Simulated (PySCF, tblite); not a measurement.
**C₈H₉O₂P: geometry, infrared bands and NMR shifts**

Aim: predict the infrared bands and NMR shifts of C₈H₉O₂P (`CC(=O)c1pcoc1C1CC1`).

Computed with tblite 0.8.0 and PySCF 2.14.0, with density-fitted response routines of our own, on a single molecule in the gas phase. Atoms count from 0, in the outputs and in this text.

### Step 1. The molecule as given

20 atoms, charge 0, multiplicity 1; geometry from: force field or distance geometry start.

Bonds of the start (Å): C0–C1 1.53, C1–O2 1.25, C1–C3 1.45, C3–P4 1.83, P4–C5 1.95, C5–O6 1.25, O6–C7 1.29, C7–C8 1.53, C8–C9 1.51, C9–C10 1.49, C7–C3 1.35, C10–C8 1.51, C0–H11 1.08, C0–H12 1.11, C0–H13 1.12, C5–H14 1.11, C8–H15 1.07, C9–H16 1.10, C9–H17 1.11, C10–H18 1.13, C10–H19 1.10.

### Step 2. Relaxing the molecule with GFN2-xTB

Job settings and geometry (Å):

```
{"job": {"kind": "relax", "xc": "GFN2-xTB", "basis": "xTB"}, "charge": 0, "multiplicity": 1}
C      3.061100     0.005800     0.636200
C      1.645600    -0.440800     0.283500
O      1.410900    -1.636100     0.543400
C      0.733900     0.531000    -0.292000
P      1.337900     2.229900    -0.583700
C     -0.434100     2.595400    -1.299400
O     -1.065800     1.524200    -1.192700
C     -0.555800     0.454800    -0.693000
C     -1.406600    -0.815600    -0.596700
C     -2.627300    -0.822200     0.296500
C     -1.336400    -1.377000     0.805200
H      3.670500    -0.890300     0.611500
H      2.965000     0.528100     1.605300
H      3.353900     0.690100    -0.194800
H     -0.836700     3.544400    -1.713100
H     -1.420500    -1.508000    -1.411700
H     -3.040100     0.134100     0.653900
H     -3.420000    -1.581000     0.107300
H     -0.883600    -0.697800     1.592000
H     -1.157200    -2.458300     0.839300
```

Command:

```sh
> OMP_NUM_THREADS=1 python probes_run.py task.json out
```

This one command runs all jobs of the session in turn.

**Question.** This job is followed by: GFN2-xTB harmonic vibrations, gas phase; GIAO PBE0/pcSseg-1 NMR shielding, non-relativistic, gas phase. Predict these results of the whole session: strongest single infrared mode (GFN2-xTB); zero-point energy (GFN2-xTB); 13C shifts against TMS (PBE0/pcSseg-1, means over atoms taken as alike); 1H shifts against TMS (PBE0/pcSseg-1, means over atoms taken as alike); 17O shifts against H2O (PBE0/pcSseg-1); 31P shifts against H3PO4 (PBE0/pcSseg-1); surface potential, 1st and 99th percentile.

The runs gave:

| quantity | value |
| --- | --- |
| strongest single infrared mode (GFN2-xTB) | 1717 cm⁻¹, 322 km/mol |
| zero-point energy (GFN2-xTB) | 94.6 kcal/mol |
| 13C shifts against TMS (PBE0/pcSseg-1, means over atoms taken as alike) | 198.9, 183.8, 180.0, 137.9, 34.6, 14.0, 13.7 ppm |
| 1H shifts against TMS (PBE0/pcSseg-1, means over atoms taken as alike) | 8.47, 4.54, 2.78, 1.13, 1.09 ppm |
| 17O shifts against H2O (PBE0/pcSseg-1) | 612.1, 344.6 ppm |
| 31P shifts against H3PO4 (PBE0/pcSseg-1) | 144.5 ppm |
| surface potential, 1st and 99th percentile | -1.60 V and 1.17 V |

In words: The optimisation took 163 steps and gained 1.795 eV; among the close pairs (by a distance rule), P4–C5 changed most, from 1.946 to 1.701 Å. All 54 modes are real, so the xTB geometry is a minimum. The strongest single mode, at 1717 cm⁻¹, moves mainly C1 and O2. GFN2-xTB is a fitted tight-binding method: band positions and strengths are rough. Its intensities can rank the bands wrongly. The most deshielded carbon is C1 (ketone carbonyl carbon), at 198.9 ppm: the double bond to the heteroatom, with no lone-pair donor beside it, deshields it most. At PBE0/pcSseg-1: The largest span, 1187 ppm, is at O2, where the paramagnetic term is -683 ppm. NICS(1)zz of -21 ppm above the planar ring from C3 marks a diatropic (aromatic) ring current. By nearest atom (PBE0/pcSseg-1), the HOMO sits on C5 28 %; P4 17 % and the LUMO on P4 23 %; C1 20 %.
